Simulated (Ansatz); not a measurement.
**CH3B2I: a ladder of functionals and wavefunction methods**

An exercise on one series of results from a longer session: the logs are not shown, and one member is left open.

Method: functionals in def2-TZVPP, the program's frozen cores in correlated methods; program: Ansatz 0.2.0, Gaussian basis.

The runs, in order: LDA (SPW92), PBE-D4, revPBE-D4, BLYP-D4, r2SCAN-D4, B97M-V, PBE0-D4, B3LYP-D4, r2SCANh-D4, r2SCAN0-D4, HSE06-D4, BHLYP-D4, CAM-B3LYP-D4, LC-ωPBE, ωB97X-V, ωB97M-V, B2PLYP, PBE-QIDH; CCSD(T)/def2-SVP; CCSD(T)/def2-TZVPP; MP2/def2-QZVPP; extrapolation to the limit; RPA on PBE.

### The geometry

The geometry comes from an earlier relaxation with PBE0-D4 in a triple-zeta def2 set; it is a stationary point, not always the lowest conformer. I takes the def2 core potential; no spin-orbit term is included.

7 atoms, charge 0, spin multiplicity 1.

Atoms are counted from 1 here; the program's logs count them from 0.

Bond lengths: I1–B2 2.092 Å, B2–B3 1.541 Å, B2–C4 1.458 Å, B3–C4 1.601 Å, B3–H5 1.187 Å, C4–H6 1.086 Å, C4–H7 1.146 Å. Angles: I1–B2–B3 158.4°, I1–B2–C4 137.1°, B3–B2–C4 64.5°, B2–B3–C4 55.2°, B2–B3–H5 169.9°, C4–B3–H5 134.9°, B2–C4–B3 60.3°, B2–C4–H6 139.1°, B2–C4–H7 120.2°, B3–C4–H6 160.6°, B3–C4–H7 60.0°, H6–C4–H7 100.6°.

The first run:

File in.yaml:

```yaml
crystal:
  periodic: [false, false, false]
  atoms:
    - {symbol: I, position_ang: [-2.340828, -1.789412, 0.500466]}
    - {symbol: B, position_ang: [-0.611956, -0.698530, 0.057179]}
    - {symbol: B, position_ang: [0.797348, -0.408347, -0.493785]}
    - {symbol: C, position_ang: [-0.123246, 0.658561, 0.266739]}
    - {symbol: H, position_ang: [1.879238, -0.384069, -0.980341]}
    - {symbol: H, position_ang: [-0.454083, 1.590590, 0.715738]}
    - {symbol: H, position_ang: [0.914726, 0.963207, -0.111595]}
basis:
  gaussian: {orbitals: def2-TZVPP}
hamiltonian: {xc: lda}
output: {orbitals: {seedname: orbitals}}
```

Launch:

```
> ansatz run in.yaml --threads 2 --pin off --events-out ev --progress --plain --max-ram 4352MiB
```

Among the steps run: LDA; PBE-D4 (GGA); revPBE-D4 (GGA); BLYP-D4 (GGA); r2SCAN-D4 (meta-GGA); B97M-V (meta-GGA); PBE0-D4 (hybrid); B3LYP-D4 (hybrid); r2SCANh-D4 (hybrid); r2SCAN0-D4 (hybrid); HSE06-D4 (hybrid); BHLYP-D4 (hybrid); CAM-B3LYP-D4 (range-separated); LC-ωPBE (range-separated); ωB97X-V (range-separated); ωB97M-V (range-separated); B2PLYP (double hybrid); PBE-QIDH (double hybrid).

One table of the session follows, with a row left open; its other results are not shown here.

It belongs to the step «Frontier levels by functional». 

```
  functional  HOMO (eV)  gap (eV)
 LDA (SPW92)      -5.87      3.65
      PBE-D4      -5.74      3.76
   revPBE-D4      -5.70      3.80
     BLYP-D4      -5.59      3.77
   r2SCAN-D4      -5.99      4.27
      B97M-V      -6.01      4.35
     PBE0-D4          ?         ?
    B3LYP-D4      -6.65      5.43
  r2SCANh-D4      -6.40      5.03
  r2SCAN0-D4      -7.03      6.16
    HSE06-D4      -6.48      5.08
    BHLYP-D4      -7.85      7.89
CAM-B3LYP-D4      -8.12      8.23
     LC-ωPBE      -9.42     10.64
     ωB97X-V      -9.09     10.25
     ωB97M-V      -8.98      9.96
```

Q: Estimate the row for PBE0-D4 from the others.

**Answer.** HOMO (eV): -6.87; gap (eV): 5.85. In the column «HOMO (eV)» it lies between r2SCAN0-D4 (-7.03) and B3LYP-D4 (-6.65).
